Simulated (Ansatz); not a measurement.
# BaSrTi2O6: the cost of one run

Program: Ansatz 0.2.0. Level of theory: DFT PBEsol, scalar-relativistic, plane waves, PAW. These are calculated values, not measurements.

That is the level of the relaxation; later steps name their own.

## Step 1: The starting structure

It takes space group Amm2 (No. 38, orthorhombic). Conventional cell: a = 3.896 Å, b = 7.792 Å, c = 7.828 Å, α = 90.00°, β = 90.00°, γ = 90.00°. Sr (site symmetry mm2) is surrounded by 12 O at 2.71 to 2.81 Å. Around Ba (site symmetry mm2) lie 12 O at 2.71 to 2.81 Å. Around Ti (site symmetry m) lie 6 O at 1.84 to 2.07 Å. O (site symmetry m) has 2 Ti at 1.84 to 2.07 Å as nearest neighbours. Around O (site symmetry m) lie 2 Ti at 1.95 Å and 2 Ba at 2.71 to 2.81 Å and 2 Sr at 2.71 to 2.81 Å. O (site symmetry mm2) has 2 Ti at 1.95 Å and 2 Ba at 2.71 Å and 2 Sr at 2.81 Å as nearest neighbours. Around O (site symmetry mm2) lie 2 Ti at 1.95 Å and 2 Sr at 2.71 Å and 2 Ba at 2.81 Å.

As a file:

```
Sr Ba Ti O
1.0
     3.89614    3.89614   -3.91387
    -3.89614    3.89614    3.91387
     3.89614   -3.89614    3.91387
Sr Ba Ti O
2 2 4 12
Direct
  0.00000 0.00000 0.00000
  0.50000 0.50000 0.00000
  0.00000 0.50000 0.50000
  0.50000 0.00000 0.50000
  0.50000 0.49500 0.49500
  0.50000 0.99500 0.99500
  0.00000 0.99500 0.49500
  0.00000 0.49500 0.99500
  0.50000 0.25950 0.25950
  0.50000 0.75950 0.75950
  0.00000 0.75950 0.25950
  0.00000 0.25950 0.75950
  0.25000 0.25850 0.50850
  0.25000 0.75850 0.00850
  0.75000 0.75850 0.50850
  0.75000 0.25850 0.00850
  0.25000 0.50850 0.25850
  0.25000 0.00850 0.75850
  0.75000 0.00850 0.25850
  0.75000 0.50850 0.75850
```

(A quick probe on a coarse mesh, which set the mesh and smearing, is not shown.)

## Step 3: Full relaxation

File input.yaml:

```yaml
crystal:
  lattice:
    - [3.89614408, 3.89614408, -3.91387242]
    - [-3.89614408, 3.89614408, 3.91387242]
    - [3.89614408, -3.89614408, 3.91387242]
  atoms:
    - { symbol: Sr, position: [0.0, 0.0, 0.0] }
    - { symbol: Ba, position: [0.0, 0.5, 0.5] }
    - { symbol: Sr, position: [0.5, 0.5, 0.0] }
    - { symbol: Ba, position: [0.5, 0.0, 0.5] }
    - { symbol: Ti, position: [0.5, 0.495, 0.495] }
    - { symbol: Ti, position: [0.5, 0.995, 0.995] }
    - { symbol: Ti, position: [0.0, 0.995, 0.495] }
    - { symbol: Ti, position: [0.0, 0.495, 0.995] }
    - { symbol: O, position: [0.5, 0.2595, 0.2595] }
    - { symbol: O, position: [0.5, 0.7595, 0.7595] }
    - { symbol: O, position: [0.0, 0.7595, 0.2595] }
    - { symbol: O, position: [0.0, 0.2595, 0.7595] }
    - { symbol: O, position: [0.25, 0.2585, 0.5085] }
    - { symbol: O, position: [0.25, 0.7585, 0.0085] }
    - { symbol: O, position: [0.75, 0.7585, 0.5085] }
    - { symbol: O, position: [0.75, 0.2585, 0.0085] }
    - { symbol: O, position: [0.25, 0.5085, 0.2585] }
    - { symbol: O, position: [0.25, 0.0085, 0.7585] }
    - { symbol: O, position: [0.75, 0.0085, 0.2585] }
    - { symbol: O, position: [0.75, 0.5085, 0.7585] }
basis:
  ecutwfc: 420
kpoints:
  mp_grid: { grid: [6, 6, 6] }
hamiltonian:
  xc: pbesol
scf:
  occupations: { method: gaussian, width: 0.02 }
output:
  forces: true
  stress: true
  eigenvalues: true
relax:
  adjacent_minimum: "off"
  f_tol: 0.005
  max_steps: 80
  cell: { stress_tol: 0.05 }
```

Started as:

```console
$ ansatz run input.yaml --threads 4 --pin off --max-ram 10240MiB --backend cpu --events-out ev --progress --plain --runs-dir out
```

What time and memory should one allow on 4 threads of Intel Xeon at 2.70GHz, shared host?

About 8.4 min, with a peak of 1.4 GiB.
